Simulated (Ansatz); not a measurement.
# CoBi: how well frozen cores do

Does the method matter for CoBi? The same cell, functional and mesh are run with full-potential LAPW, PAW with frozen cores and all-electron PAW on datasets made for the crystal. The cell is first relaxed from a guess with PAW; it needn't be the stable phase of this composition.

Method: DFT PBE, scalar-relativistic, in Ansatz 0.2.0.

**1. The starting structure**

It takes space group Fm-3m (No. 225, cubic). Conventional cell: a = 5.344 Å, b = 5.344 Å, c = 5.344 Å, α = 90.00°, β = 90.00°, γ = 90.00°. Co (site symmetry m-3m) is surrounded by 6 Bi at 2.67 Å. Bi (site symmetry m-3m) is surrounded by 6 Co at 2.67 Å.

Structure file:

```
Co Bi
1.0
     0.00000    2.67218    2.67218
     2.67218    0.00000    2.67218
     2.67218    2.67218    0.00000
Co Bi
1 1
Cartesian
  0.0000 0.0000 0.0000
  2.6722 2.6722 2.6722
```

Atoms are numbered in the order of the input: Co1, Bi2.

**2. Relaxing the guess with PAW**

input.yaml

```yaml
crystal:
  lattice:
    - [0.0, 2.6721828043, 2.6721828043]
    - [2.6721828043, 0.0, 2.6721828043]
    - [2.6721828043, 2.6721828043, 0.0]
  atoms:
    - { symbol: Co, position: [0.0, 0.0, 0.0], spin: 2.0 }
    - { symbol: Bi, position: [0.5, 0.5, 0.5] }
magnetization:
  spin_polarized: true
kpoints:
  mp_grid: { grid: [13, 13, 13] }
scf:
  occupations: { method: fermi_dirac, width: 0.05 }
hamiltonian:
  xc: pbe
  pseudopotentials: { kind: paw }
output:
  forces: true
  stress: true
relax:
  f_tol: 0.005
  max_steps: 80
  cell: {}
```

Command:

```sh
$ ansatz run input.yaml --threads 1 --pin off --max-ram 3072MiB --backend cpu --events-out ev --progress --plain --runs-dir out
```

Further steps of the session: Full-potential LAPW; PAW with frozen cores; All-electron PAW on datasets made for the crystal.

**Question.** What will these runs give? Wanted: pressure; gap; spin moments; Bader charges.

**Answer**, as computed:

| quantity | value |
| --- | --- |
| pressure | LAPW 0.03, PAW 0.01, crystal datasets 0.03 GPa |
| gap (LAPW) | none |
| spin moments (LAPW) | Co1 0.61, Bi2 -0.03 μB |
| Bader charges (PAW) | Co1 -0.11, Bi2 +0.11 e |

What this shows: The pressure is within half a GPa of zero, so the volume is close to equilibrium at this level. Bands cross the Fermi level: the crystal is a metal at this level. Co 3d carries the largest share, 77 %, of the projected states within 0.3 eV of the Fermi level. The projection holds only the free atom's occupied shells (Co 4s, Co 3d, Bi 6s, Bi 6p in this range). In pressure, PAW differs from LAPW by -0.02 GPa. LAPW took about 2.9 times as long as PAW (56 s against 19 s, on a shared host and with the outputs that each input asks for). The magnetic state is the one reached from the start moments in this cell; it needn't be the ground state. Spin-orbit coupling is left out, though the cell holds Bi; in elements this heavy it can shift bands and gaps by tenths of an eV. With one magnetic atom in the cell only ferromagnetic order fits; the real order can differ.
